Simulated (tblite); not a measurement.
# CH4ClO2Si: the cost of one run

Programs: tblite 0.8.0 and PySCF 2.14.0. All values are calculated, for the isolated system unless a continuum is named. Atoms count from 0, parts from 1.

### Step 1. Starting point

9 atoms, charge 0, multiplicity 2; geometry: distance geometry start.

### Step 2. Relaxing the cluster with GFN2-xTB

What the job is given:

```
{"job": {"kind": "relax", "xc": "GFN2-xTB", "basis": "xTB"}, "charge": 0, "multiplicity": 2}
Si    -0.403782    -1.525694     0.531417
O     -0.768252    -1.227864     2.222210
Cl     0.294631    -3.489671     0.080172
O      0.368635    -0.211799    -0.361121
C      1.649963    -0.278375    -0.935529
H     -0.789909    -0.316982     2.632876
H      1.653712    -1.065021    -1.619715
H      1.856429     0.600619    -1.435266
H      2.361897    -0.430507    -0.184883
```

Method: GFN2-xTB geometry optimisation, gas phase.

On the command line:

```sh
OMP_NUM_THREADS=1 python cluster_run.py task.json out
```

This one command runs all jobs of the session in turn.

Q: Estimate the wall time of this first job on 1 thread of Arm Neoverse V1, shared host.

About 1.5 s.
